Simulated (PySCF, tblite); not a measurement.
**C₃H₉F₂Si₂ radical: geometry, infrared bands and EPR parameters**

Wanted: the infrared bands and EPR parameters of C₃H₉F₂Si₂ radical (`C[C@H](C[SiH]F)[SiH2]F`), by calculation.

Programs: tblite 0.8.0 and PySCF 2.14.0, with density-fitted response routines of our own. Each step states its level of theory. These are calculated values for one molecule in the gas phase, unless marked as measured. Atoms count from 0, in the outputs and in this text.

## Step 1: The starting structure

16 atoms, charge 0, multiplicity 2; geometry from: force field or distance geometry start.

Bonds of the start (Å): C0–C1 1.53, C1–C2 1.50, C2–Si3 1.84, Si3–F4 1.68, C1–Si5 1.84, Si5–F6 1.69, C0–H7 1.11, C0–H8 1.12, C0–H9 1.09, C1–H10 1.12, C2–H11 1.10, C2–H12 1.11, Si3–H13 1.49, Si5–H14 1.47, Si5–H15 1.48.

## Step 2: Relaxing the molecule with GFN2-xTB

Job settings and geometry (Å):

```
{"job": {"kind": "relax", "xc": "GFN2-xTB", "basis": "xTB"}, "charge": 0, "multiplicity": 2}
C     -0.601400    -1.387700     0.759000
C     -0.395400    -0.427500    -0.418100
C      1.051400    -0.167100    -0.696200
Si     1.988900     0.607300     0.688200
F      1.956600     2.281300     0.592800
Si    -1.468100     1.049300    -0.209900
F     -3.054000     0.541400    -0.491600
H     -0.376000    -0.900700     1.736300
H     -1.703500    -1.593600     0.763600
H     -0.120100    -2.355100     0.622800
H     -0.784200    -1.003000    -1.298700
H      1.524300    -1.128400    -0.960800
H      1.143500     0.519200    -1.562900
H      3.414000     0.221600     0.476500
H     -1.175100     2.126700    -1.166900
H     -1.408500     1.625500     1.154600
```

On the command line:

```sh
$ OMP_NUM_THREADS=1 python probes_run.py task.json out
```

The driver reads the jobs from task.json and runs them one after another.

**Question.** This job is followed by: GFN2-xTB harmonic vibrations, gas phase; UKS B3LYP, pcH-1 on C F H Si, non-relativistic, mean-field spin-orbit, GIAO. What will the session give for the following? strongest single infrared mode (GFN2-xTB); zero-point energy (GFN2-xTB); g(iso) (B3LYP); ⟨S²⟩; largest a(iso) (averaged by class); potential on the surface of density 0.002 e/bohr³, 1st and 99th percentile.

As calculated:

| quantity | value |
| --- | --- |
| strongest single infrared mode (GFN2-xTB) | 2329 cm⁻¹, 378 km/mol |
| zero-point energy (GFN2-xTB) | 70.3 kcal/mol |
| g(iso) (B3LYP) | 2.00279 |
| ⟨S²⟩ | 0.751 (exact 0.75) |
| largest a(iso) (averaged by class) | 29Si on Si3, -590.3 MHz |
| potential on the surface of density 0.002 e/bohr³, 1st and 99th percentile | -1.16 V and 1.27 V |

Over 69 steps the energy fell by 0.440 eV; of the close pairs, Si5–F6 changed most, 1.689 to 1.617 Å. No mode is imaginary among the 42: a minimum at this level. The strongest single mode, at 2329 cm⁻¹, moves mainly H14. Unscaled tight-binding wavenumbers are off by several per cent, some by more. Its intensities can rank the bands wrongly. Most of the unpaired spin sits on Si3 (0.83 e). The isotropic g lies 0.5 ppt above the free-electron value. These values are for one conformer; the search (at its own cheap level) found 2 more, at 0.81, 0.89 kcal/mol, and measured spectra average over such forms.
